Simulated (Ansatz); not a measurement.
# AlAsH2 (singlet): the correlation ladder, cc-pVTZ

The task here is to estimate one member of a computed series from the others.

The runs use Ansatz 0.2.0, Gaussian basis; cc-pVTZ, core rule «outside noble gas», up to 19 orbitals frozen.

Plan: UHF; CCSD(T) on RHF; CCSD(T) on UHF; BCCD(T) on RHF; CCSDT(Q) on RHF; CCSDT(Q) on UHF.

16 further runs of the same task are left out: 10 for a known fault of the program, 6 set aside as unsound or not needed.

## What is computed

The geometry is a PBE0/def2-TZVP stationary point (not a proven minimum) of the parent state, kept for this charge and spin. No spin-orbit coupling is included. The filled d shell of As may be among the frozen orbitals whatever the setting's name suggests; the logs give the count.

4 atoms, charge 0, spin multiplicity 1.

Atoms are counted from 1 here; the program's logs count them from 0.

Bond lengths: Al1–As2 2.470 Å, As2–H3 1.524 Å, As2–H4 1.524 Å. Angles: Al1–As2–H3 96.8°, Al1–As2–H4 96.8°, H3–As2–H4 92.8°.

Geometry (Å):

```xyz
4

Al    0.0365    0.0000    1.8321
As   -0.0398    0.0000   -0.6370
H     0.9895    1.1039   -0.8491
H     0.9895   -1.1039   -0.8491
```

Set-up of the first run:

in.yaml

```yaml
crystal:
  periodic: [false, false, false]
  atoms:
    - {symbol: Al, position_ang: [0.036540, 0.000000, 1.832106]}
    - {symbol: As, position_ang: [-0.039784, 0.000000, -0.636952]}
    - {symbol: H, position_ang: [0.989539, 1.103858, -0.849067]}
    - {symbol: H, position_ang: [0.989541, -1.103856, -0.849067]}
basis:
  gaussian: {orbitals: cc-pVTZ}
magnetization: {spin_polarized: true, initial_magnetization: 0}
hamiltonian: {xc: hf}
output: {orbitals: {seedname: orbitals}}
```

Command:

```sh
$ ansatz run in.yaml --threads 1 --pin off --events-out ev --progress --plain --max-ram 4096MiB --backend cpu
```

Steps of the session up to this table: UHF; CCSD(T) on RHF; CCSD(T) on UHF; BCCD(T) on RHF; CCSDT(Q) on RHF; CCSDT(Q) on UHF.

One table of the session follows, with a row left open; its other results are not shown here.

| method | from RCCSDT(Q) (kcal/mol) |
| --- | --- |
| RHF | +152.94 |
| UHF | +152.59 |
| RMP2 | +28.51 |
| RCCSD | +6.91 |
| RCCSD(T) | +1.00 |
| BCCD(T) | +0.97 |
| RCCSDT | ? |
| RCCSDT(Q) | 0 |

Estimate the missing values for RCCSDT.

**Answer.** from RCCSDT(Q) (kcal/mol): +0.33. In the column «from RCCSDT(Q) (kcal/mol)» it lies between RCCSDT(Q) (0) and BCCD(T) (+0.97).

Not comparable, so not listed: CCSD(T) on UHF; CCSDT(Q) on UHF (they don't share determinant, frozen orbitals or solution with the rows shown, or repeat one).

Caveats from the session: Warnings: restricted reference is unstable; spin contamination.
